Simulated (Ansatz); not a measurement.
# BF2H3O: the cost of one run

Method: RKS PBE/def2-SVP, in Ansatz 0.2.0.

### 1 Starting point

Bond lengths: B1–F3 1.320 Å, B1–F4 1.320 Å, B1–O5 1.710 Å, O5–H6 1.010 Å. Angles: F3–B1–F4 120.0°, F3–B1–O5 97.0°, F4–B1–O5 101.2°, B1–O5–H6 109.5°.

Structure file:

```xyz
7

B     0.0000    0.0000    0.0000
H     0.0000    0.0000    1.5400
F     1.1431    0.0000   -0.6600
F    -1.1431    0.0000   -0.6600
O     0.0715   -1.6212    0.5392
H    -0.4750   -2.2058   -0.0770
H     0.0379   -0.8605    1.5370
```

### 2 A restrained relaxation towards end A

Springs on the bonds that form and break draw the guess towards this end; the thresholds are loose.

File input.yaml:

```yaml
crystal:
  periodic: [false, false, false]
  atoms:
    - { symbol: B, position_ang: [0.0, 0.0, 0.0] }
    - { symbol: H, position_ang: [0.0, 0.0, 1.54] }
    - { symbol: F, position_ang: [1.1431, 0.0, -0.66] }
    - { symbol: F, position_ang: [-1.1431, 0.0, -0.66] }
    - { symbol: O, position_ang: [0.0715, -1.6212, 0.5392] }
    - { symbol: H, position_ang: [-0.475, -2.2058, -0.077] }
    - { symbol: H, position_ang: [0.0379, -0.8605, 1.537] }
basis:
  gaussian: { orbitals: def2-SVP }
hamiltonian:
  xc: pbe
relax:
  f_tol: 0.15
  max_steps: 25
  restrain:
    - { distance: [0, 4], at: 2.61, k: 30.0 }
    - { distance: [6, 1], at: 1.86, k: 30.0 }
    - { distance: [0, 1], at: 1.19, k: 30.0 }
    - { distance: [6, 4], at: 1.01, k: 30.0 }
```

Launch:

```sh
$ ansatz run input.yaml --threads 1 --pin off --max-ram 2048MiB --backend cpu --events-out ev --progress --plain --runs-dir out
```

What time and memory should one allow on 1 thread of Arm Neoverse V1, shared host?

About 18 s, with a peak of 0.13 GiB.
